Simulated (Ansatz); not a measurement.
# La2NbF3: a closer look at a trial structure

Aim: for this structure of La2NbF3, see whether it has a gap, which orbitals make up the states near it and how charge is shared.

Computed with Ansatz 0.2.0 (DFT PBE, scalar-relativistic, plane waves, PAW, unless a step's input says otherwise).

1 further run of the same task is left out (it didn't finish). Runs told in other sessions of the task aren't counted.

## 1. The structure to begin with

Symmetry: P6/mmm, No. 191, hexagonal system. Conventional cell: a = 7.842 Å, b = 7.842 Å, c = 3.721 Å, α = 90.00°, β = 90.00°, γ = 120.00°. Around La (site symmetry -6m2) lie 3 F at 2.26 Å. Around Nb (site symmetry 6/mmm) lie 2 Nb at 3.72 Å and 6 F at 3.92 Å. F (site symmetry mmm) is surrounded by 2 La at 2.26 Å.

Coordinates:

```xyz
6
Lattice="7.8418 0.0000 0.0000 -3.9209 6.7912 0.0000 0.0000 0.0000 3.7210" Properties=species:S:1:pos:R:3 pbc="T T T"
La    0.0000    4.5274    0.0000
La    3.9209    2.2637    0.0000
Nb    0.0000    0.0000    0.0000
F     3.9209    0.0000    0.0000
F    -1.9604    3.3956    0.0000
F     1.9604    3.3956    0.0000
```

The cell was relaxed beforehand at this level, from a generated guess; it needn't be the stable form of this composition. At a tolerance of 0.05 Å it has space group P6/mmm (No. 191); it has 33.03 Å³/atom, an uncorrected energy of -1.55 eV/atom over the elements.

## 2. Electronic structure at the relaxed geometry

The input, input.yaml:

```yaml
crystal:
  lattice:
    - [7.8417609292, 0.0, 0.0]
    - [-3.9208804646, 6.7911641751, 0.0]
    - [0.0, 0.0, 3.7210015741]
  atoms:
    - { symbol: La, position: [0.3333333333, 0.6666666667, 0.0] }
    - { symbol: La, position: [0.6666666667, 0.3333333333, 0.0] }
    - { symbol: Nb, position: [0.0, 0.0, 0.0], spin: 3.65 }
    - { symbol: F, position: [0.5, 0.0, 0.0] }
    - { symbol: F, position: [0.0, 0.5, 0.0] }
    - { symbol: F, position: [0.5, 0.5, 0.0] }
basis:
  ecutwfc: 420
kpoints:
  mp_grid: { grid: [6, 6, 10] }
  band_path:
    path:
      - [[0.0, 0.0, 0.0], [0.5, 0.0, 0.0], [0.33333333, 0.33333333, 0.0], [0.0, 0.0, 0.0], [0.0, 0.0, 0.5], [0.5, 0.0, 0.5], [0.33333333, 0.33333333, 0.5], [0.0, 0.0, 0.5]]
      - [[0.5, 0.0, 0.5], [0.5, 0.0, 0.0]]
      - [[0.33333333, 0.33333333, 0.5], [0.33333333, 0.33333333, 0.0]]
    npoints: 14
hamiltonian:
  xc: pbe
scf:
  occupations: { method: gaussian, width: 0.1 }
  n_extra_bands: 15
output:
  forces: true
  stress: true
  eigenvalues: true
  populations: true
  dos: { projected: true, de: 0.02, nscf_kmesh: { grid: [8, 8, 12] } }
  bader: true
  write_density: true
  write_potential: true
  elf: true
  volumetric_format: npy
magnetization:
  spin_polarized: true
checkpoint:
  read: start.run
  write: ck
  compress: false
  write_wavefunctions: false
  write_every: 100000
```

Started as:

```console
$ ansatz run input.yaml --threads 1 --pin off --max-ram 2560MiB --backend cpu --events-out ev --progress --plain --runs-dir out
```

**Question.** What will these runs give? Wanted: gap; states at the Fermi level; Bader charges.

The runs gave:

| quantity | value |
| --- | --- |
| gap | none (metal) |
| states at the Fermi level | 4.23 per eV per cell |
| Bader charges | La +1.50, Nb -0.49, F -0.84 e |

In words: Bands cross the Fermi level: a metal at this level of theory. Of the projected weight within 0.25 eV of the Fermi level, the largest part is La 5d (41 %) and Nb 4d (31 %). Bader charges go up to 1.5 e. Spin-orbit coupling is left out, which matters for the bands of La. Other magnetic orders were not searched.
